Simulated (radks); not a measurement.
**Ni⁴⁺ in [Ar] 3d6: an all-electron calculation**

The task here is to estimate one member of a computed series from the others.

The numbers are computed with radks (a radial shooting solver on a logarithmic mesh, Libxc functionals) version 1 (scalar-relativistic Kohn-Sham, AM05, spin-polarised, spherical densities, finite nucleus; open shells are filled with parallel spins first), except any that are marked as measured or tabulated.

### Starting point

```
element            : nickel (Z = 28)
charge             : +4
electrons          : 24
configuration      : [Ar] 3d6
nuclear rms radius : 3.7757 fm
```

The outer shells:

Ni⁴⁺
```
[Ar] core
3d [↑↓][↑ ][↑ ][↑ ][↑ ]
```

The first run:

Settings of this run:

```text
Z 28
configuration [Ar] 3d6 4s0 4p0
relativity scalar-relativistic
functional am05,am05
spin polarised
nucleus finite rms 3.7757 fm
c 137.035999084
```

One of the session's tables, all rows but one given; the rest of the session is left out.

It belongs to the step «Orbitals and density». Sizes of the orbitals, from the radial functions (bohr):

```
  level      <r>  outermost maximum (interpolated)  90 % within  nodes
  1s up  0.05416                            0.0354       0.0967      0
1s down  0.05416                            0.0354       0.0967      0
  2s up        ?                                 ?            ?      ?
2s down   0.2451                             0.205        0.379      1
  2p up   0.2157                             0.165        0.353      0
2p down   0.2153                             0.165        0.352      0
  3s up   0.7283                             0.636         1.09      2
3s down   0.7315                             0.637         1.09      2
  3p up   0.7560                             0.641         1.16      1
3p down   0.7612                             0.643         1.17      1
  3d up   0.8308                             0.602         1.37      0
3d down   0.8517                             0.610         1.42      0
  4s up    1.938                              1.75         2.80      3
4s down    1.985                              1.79         2.87      3
  4p up    2.175                              1.95         3.17      2
4p down    2.236                              2.01         3.26      2
```

**Question.** Estimate the row for 2s up.

As computed: <r>: 0.2455; outermost maximum (interpolated): 0.205; 90 % within: 0.380; nodes: 1. In the column «<r>» it lies between 2s down (0.2451) and 3s up (0.7283).

Limits of these values: Open shells are spherical and high-spin; term and fine-structure splittings are not resolved.
